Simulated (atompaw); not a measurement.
# Se: the cost of one run

Program: atompaw 4.2.0.5. Reference atom: LDA (PW92), scalar-relativistic, spherical and spin-unpolarised. All values are calculated.

## (1) Starting point

Typed settings, in words:

```json
{
  "element": "selenium (Se, Z = 34)",
  "type": "PAW",
  "frozen core": "[Ar]",
  "valence charge": "16",
  "reference configuration": "3d10 4s2 4p4",
  "partial waves": "4s (bound): rc 1.35 bohr; 4s channel at 0.4 Ry: rc 1.35 bohr; 4p (bound): rc 1.90 bohr; 4p channel at 0.35 Ry: rc 1.90 bohr; 3d (bound): rc 1.00 bohr; 3d channel at -1.7 Ry: rc 1.00 bohr",
  "local potential": "bessel scheme, radius 1.50 bohr",
  "core correction": "smooth core density matched at 1.15 bohr",
  "augmentation charge": "besselshape compensation charge, radius 1.55 bohr; PAW radius 1.90 bohr; waves and projectors: custom polynom2 7 10 vanderbiltortho"
}
```

The outer shells as boxes (Hund's rule for the drawing; the calculation is spin-unpolarised):

```
[Ar] core
3d [↑↓][↑↓][↑↓][↑↓][↑↓]
4s [↑↓]
4p [↑↓][↑ ][↑ ]
```

An earlier all-electron run gives the scale for the radii.

All-electron outer shells of the reference configuration (LDA (PW92), scalar-relativistic, ld1.x):

```tsv
shell	level (eV)	outermost node (bohr)	outermost maximum (bohr)
3s	-212.67	0.24	0.50
3p	-152.70	0.21	0.50
3d	-53.39	–	0.45
4s	-17.48	0.70	1.51
4p	-6.66	0.74	1.80
```

## (2) Generation

Contents of Se.input:

```
Se 34
LDA-PW scalarrelativistic loggrid 1500 logderivrange -6 5 276
4 4 3 0 0 0
4 1 4
0 0 0
c
c
c
v
c
c
v
v
2
1.90 1.55 1.50 1.15
y
0.4
n
y
0.35
n
y
-1.7
n
custom polynom2 7 10 vanderbiltortho besselshape
bessel
1.35
1.35
1.90
1.90
1.00
1.00
PWSCFOUT
UPFDX 0.0125d0 UPFXMIN -7.d0 UPFZMESH 34.d0
END
```

On the command line:

```console
atompaw < Se.input > Se.log
```

**Question.** How long does this run take on 1 thread of Intel Xeon Platinum 8259CL at 2.50GHz, shared host?

About 9.1 s.
